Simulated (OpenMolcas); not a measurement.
# W⁴⁺ among point charges: CASSCF and CASPT2 levels and susceptibility, part 2 of 2

How does a field of 5 point charges split the states of W⁴⁺, and what χT follows?

OpenMolcas 26.06; ANO-RCC-VDZP, DKH2, active space 2 electrons in 5 orbitals (5d), orbitals: per spin and parity. Surroundings: 5 point charges of -1 e arranged as a trigonal bipyramid (D3h), 1.7 Å from the ion, with the axial distance 1.513 Å. The steps go on from the part before.

### 6 CASPT2: IPEA 0.25, imaginary shift 0.1 (closed shells correlated: 4f 5s 5p)

Input file a.inp:

```
>>> COPY JOB001 $Project.JobIph
&CASPT2
Multistate=10 1 2 3 4 5 6 7 8 9 10
NoMult
Frozen=23
IPEA=0.25
Imaginary=0.1
MaxIter=60
WThr=0.0 0.3 0.05
PrWF=0.5
NoMix
>>> COPY JOB002 $Project.JobIph
&CASPT2
Multistate=15 1 2 3 4 5 6 7 8 9 10 11 12 13 14 15
NoMult
Frozen=23
IPEA=0.25
Imaginary=0.1
MaxIter=60
WThr=0.0 0.3 0.05
PrWF=0.5
NoMix
```

The program printed:

```text
Orbital specifications:
      -----------------------

      Symmetry species                           1
                                                 a
      Frozen orbitals                           23
      Inactive orbitals                         11
      Active orbitals                            5
      Secondary orbitals                        29
      Deleted orbitals                           0
      Number of basis functions                 68
Type of calculation                        SS-CASPT2
      Fock operator                              state-specific
      IPEA shift                                 0.25
      Real shift                                 0.00
      Imaginary shift                            0.10
      The input orbitals will be transformed to quasi-canonical
Reference energy:      -16130.9117773443
      E2 (Non-variational):      -0.7514002400
      Shift correction:          -0.0001129834
      E2 (Variational):          -0.7515132234
      Total energy:          -16131.6632905677
      Residual norm:              0.0000001430
      Reference weight:           0.92694
      Contributions to the CASPT2 correlation energy
      Active & Virtual Only:         -0.0025376268
      One Inactive Excited:          -0.0795542690
      Two Inactive Excited:          -0.6693083441
Reference energy:      -16130.9114307595
      E2 (Non-variational):      -0.7515570080
      Shift correction:          -0.0001189460
      E2 (Variational):          -0.7516759540
      Total energy:          -16131.6631067135
      Residual norm:              0.0000001662
      Reference weight:           0.92672
      Contributions to the CASPT2 correlation energy
      Active & Virtual Only:         -0.0026759746
      One Inactive Excited:          -0.0795704950
      Two Inactive Excited:          -0.6693105384
::    CASPT2 Root  1     Total energy: -16131.66329057
::    CASPT2 Root  2     Total energy: -16131.66310671
::    CASPT2 Root  3     Total energy: -16131.65971432
::    CASPT2 Root  4     Total energy: -16131.65025801
::    CASPT2 Root  5     Total energy: -16131.65025987
::    CASPT2 Root  6     Total energy: -16131.62268462
::    CASPT2 Root  7     Total energy: -16131.57478505
::    CASPT2 Root  8     Total energy: -16131.57519197
::    CASPT2 Root  9     Total energy: -16131.53893355
::    CASPT2 Root 10     Total energy: -16131.53893317
Orbital specifications:
      -----------------------

      Symmetry species                           1
                                                 a
      Frozen orbitals                           23
      Inactive orbitals                         11
      Active orbitals                            5
      Secondary orbitals                        29
      Deleted orbitals                           0
      Number of basis functions                 68
Type of calculation                        SS-CASPT2
      Fock operator                              state-specific
      IPEA shift                                 0.25
      Real shift                                 0.00
      Imaginary shift                            0.10
      The input orbitals will be transformed to quasi-canonical
Reference energy:      -16130.8674258366
      E2 (Non-variational):      -0.7599729879
      Shift correction:          -0.0005593320
      E2 (Variational):          -0.7605323199
      Total energy:          -16131.6279581565
      Residual norm:              0.0000006339
      Reference weight:           0.91536
      Contributions to the CASPT2 correlation energy
      Active & Virtual Only:         -0.0094082211
      One Inactive Excited:          -0.0777302624
      Two Inactive Excited:          -0.6728345043
Reference energy:      -16130.8674258350
      E2 (Non-variational):      -0.7599720450
      Shift correction:          -0.0005591582
      E2 (Variational):          -0.7605312032
      Total energy:          -16131.6279570382
      Residual norm:              0.0000006333
      Reference weight:           0.91536
      Contributions to the CASPT2 correlation energy
      Active & Virtual Only:         -0.0094074649
      One Inactive Excited:          -0.0777299675
      Two Inactive Excited:          -0.6728346127
::    CASPT2 Root  1     Total energy: -16131.62795816
::    CASPT2 Root  2     Total energy: -16131.62795704
::    CASPT2 Root  3     Total energy: -16131.62184789
::    CASPT2 Root  4     Total energy: -16131.60667076
::    CASPT2 Root  5     Total energy: -16131.60671422
::    CASPT2 Root  6     Total energy: -16131.60281958
::    CASPT2 Root  7     Total energy: -16131.60280932
::    CASPT2 Root  8     Total energy: -16131.60106555
::    CASPT2 Root  9     Total energy: -16131.59981757
::    CASPT2 Root 10     Total energy: -16131.54281716
::    CASPT2 Root 11     Total energy: -16131.51404508
::    CASPT2 Root 12     Total energy: -16131.51407683
::    CASPT2 Root 13     Total energy: -16131.51281933
::    CASPT2 Root 14     Total energy: -16131.51316910
::    CASPT2 Root 15     Total energy: -16131.40501552
```

Time for this run: 9.3 s (1 thread of Intel Xeon Platinum 8488C (Sapphire Rapids), shared host).

SS-CASPT2: lowest energy less the reference's lowest, -0.7515 hartree; reference weights 0.915 to 0.927.

States without spin-orbit coupling:

| state | degeneracy | E (cm-1) | free-ion L (%) |
| --- | --- | --- | --- |
| 3A1 | 1 | 0 | F (100) |
| 3A2 | 1 | 40 | F (100) |
| 3A2 | 1 | 785 | F (98) |
| 3E | 2 | 2860 | F (79) |
| 1E | 2 | 7755 | D (95) |
| 3A2 | 1 | 8912 | P (98) |
| 1A1 | 1 | 9096 | D (80) |
| 1E | 2 | 12422 | G (100) |
| 1E | 2 | 13273 | G (55) |
| 1A1 | 1 | 13657 | G (100) |
| 1A2 | 1 | 13931 | G (100) |
| 3E | 2 | 19380 | F (100) |
| 1A1 | 1 | 26441 | G (48) |
| 3E | 2 | 27293 | P (79) |
| 1E | 2 | 32752 | G (95) |
| 1E | 2 | 32986 | D (55) |
| 1A1 | 1 | 56685 | S (54) |

With spin-orbit coupling:

| E (cm-1) | Degeneracy | Label | 2S+1 | g |
| --- | --- | --- | --- | --- |
| 0 | 2 | E | 3 | 0.00 0.00 2.00 |
| 220 | 1 | A1 | 3 |  |
| 2090 | 2 | E | 3 | 0.00 0.00 2.67 |
| 5390 | 1 | A2 | 3 |  |
| 5420 | 1 | A1 | 3 |  |
| 7170 | 1 | A2 | 3 |  |
| 8700 | 2 | E | 3 | 0.00 0.00 3.11 |
| 9410 | 2 | E | 3 | 0.00 0.00 7.36 |
| 9430 | 2 | E | 3 | 0.00 0.00 3.52 |
| 10550 | 1 | A1 | 3 |  |
| 12020 | 1 | A1 | 3 |  |
| 12740 | 2 | E | 3 | 0.00 0.00 3.16 |
| 17940 | 1 | A1 | 1 |  |
| 18250 | 2 | E | 3 | 0.00 0.00 2.62 |
| 18720 | 1 | A1 | 1 |  |
| 18780 | 2 | E | 1 | 0.00 0.00 3.95 |
| 18970 | 1 | A2 | 1 |  |
| 19390 | 2 |  | 1 | 0.00 0.00 7.88 |
| 22880 | 2 | E | 3 | 0.00 0.00 0.13 |
| 25010 | 2 | E | 3 | 0.00 0.00 3.98 |
| 29520 | 1 | A1 | 3 |  |
| 29540 | 1 | A2 | 3 |  |
| 31000 | 1 | A1 | 3 |  |
| 31530 | 1 | A2 | 3 |  |

Powder χT (cm³ K/mol): 0.12 at 2 K, 0.13 at 5 K, 0.13 at 10 K, 0.13 at 20 K, 0.13 at 50 K, 0.14 at 100 K, 0.14 at 150 K, 0.14 at 200 K, 0.14 at 250 K, 0.15 at 300 K.

### 7 The methods side by side

A. CASSCF
B. SS-CASPT2, IPEA 0.25, imaginary shift 0.1 (closed shells correlated: 4f 5s 5p)

| method | ground state | first state of that spin (cm-1) | first gap with spin-orbit (cm-1) | χT at 300 K |
| --- | --- | --- | --- | --- |
| A | 3A1 | 3A2 76.07 | 448.3 | 0.16 |
| B | 3A1 | 3A2 40.35 | 221.8 | 0.15 |

### 8 Outcome

What follows sums up all 2 parts.

| quantity | value |
| --- | --- |
| method | SS-CASPT2, IPEA 0.25, imaginary shift 0.1 (closed shells correlated: 4f 5s 5p) |
| spin-free ground state | 3A1, 1-fold in its orbital part |
| first state of the same spin within the active space | 3A2 at 40.4 cm⁻¹ |
| lowest level | 2-fold E, g = 0.00, 0.00, 2.00 |
| next level | 221.8 cm⁻¹ |
| χT at 300 K | 0.15 cm³ K/mol |
| effective moment at 300 K | 1.08 μB |

Cost by method:

| method | time of its own steps | time with the reference |
| --- | --- | --- |
| A. CASSCF | 9 s | 9 s |
| B. SS-CASPT2, IPEA 0.25, imaginary shift 0.1, +4f 5s 5p | 9.3 s | 18 s |

Times are of one thread on a shared host.

The spin-free ground state (3A1) comes to 100 % from free-ion F terms and keeps the highest spin of the shell. χT at 300 K is 0.15, against 1.00 cm³ K/mol for the spin alone, so spin-orbit coupling lowers it. CASPT2 does not keep the components of a term degenerate, and the means are used. The field of point charges can differ much from that of real complexes. Point charges carry no covalency, so the field is a model and not that of real ligands.
